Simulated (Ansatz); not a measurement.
# H4HfSe4: the cost of one run

Program: Ansatz 0.2.0, Gaussian basis. Level of theory: one geometry, several basis sets. These are calculated values, not measurements.

The runs, in order: PBE0-D4/def2-SVP; ωB97M-V/def2-SVP; PBE0-D4/def2-QZVPP; ωB97M-V/def2-QZVPP; the functionals' def2-TZVPP values are taken from earlier runs.

### 1 The geometry

All runs share one geometry, relaxed beforehand with PBE0-D4 in a triple-zeta def2 set. Hf takes the def2 core potential; no spin-orbit term is included.

9 atoms, charge 0, spin multiplicity 1.

Atoms are counted from 1 here; the program's logs count them from 0.

Bond lengths: Se1–Hf2 2.552 Å, Se1–H6 1.477 Å, Hf2–Se3 2.552 Å, Hf2–Se4 2.552 Å, Hf2–Se5 2.553 Å, Se3–H7 1.477 Å, Se4–H8 1.477 Å, Se5–H9 1.477 Å. Angles: Hf2–Se1–H6 85.6°, Se1–Hf2–Se3 110.6°, Se1–Hf2–Se4 108.9°, Se1–Hf2–Se5 108.9°, Se3–Hf2–Se4 108.9°, Se3–Hf2–Se5 108.9°, Se4–Hf2–Se5 110.6°, Hf2–Se3–H7 85.6°, Hf2–Se4–H8 85.6°, Hf2–Se5–H9 85.6°.

Geometry (Å):

```
Se    0.49620    2.45114   -0.51001
Hf    0.00010   -0.00015    0.00003
Se   -1.61442   -0.96873   -1.72345
Se    2.18364   -1.31957   -0.08070
Se   -1.06491   -0.16337    2.31400
H    -0.96421    2.59393   -0.67876
H    -0.74391   -0.32908   -2.73075
H     2.50183   -0.65239    1.19807
H    -0.79431   -1.61179    2.21158
```

### 2 PBE0-D4 in def2-SVP

Input file in.yaml:

```yaml
crystal:
  periodic: [false, false, false]
  atoms:
    - {symbol: Se, position_ang: [0.496199, 2.451145, -0.510015]}
    - {symbol: Hf, position_ang: [0.000097, -0.000147, 0.000028]}
    - {symbol: Se, position_ang: [-1.614425, -0.968732, -1.723452]}
    - {symbol: Se, position_ang: [2.183635, -1.319568, -0.080697]}
    - {symbol: Se, position_ang: [-1.064911, -0.163369, 2.313996]}
    - {symbol: H, position_ang: [-0.964211, 2.593927, -0.678759]}
    - {symbol: H, position_ang: [-0.743909, -0.329076, -2.730750]}
    - {symbol: H, position_ang: [2.501833, -0.652387, 1.198074]}
    - {symbol: H, position_ang: [-0.794309, -1.611794, 2.211585]}
basis:
  gaussian: {orbitals: def2-SVP}
hamiltonian: {xc: pbe0, dispersion: d4}
output: {orbitals: {seedname: orbitals}}
```

On the command line:

```
ansatz run in.yaml --threads 2 --pin off --events-out ev --progress --plain --max-ram 32768MiB --backend cpu
```

**Question.** How long does this run take on 2 threads of AMD EPYC 7R13, shared host, and how much memory does it need?

About 8 s, with a peak of 0.74 GiB.
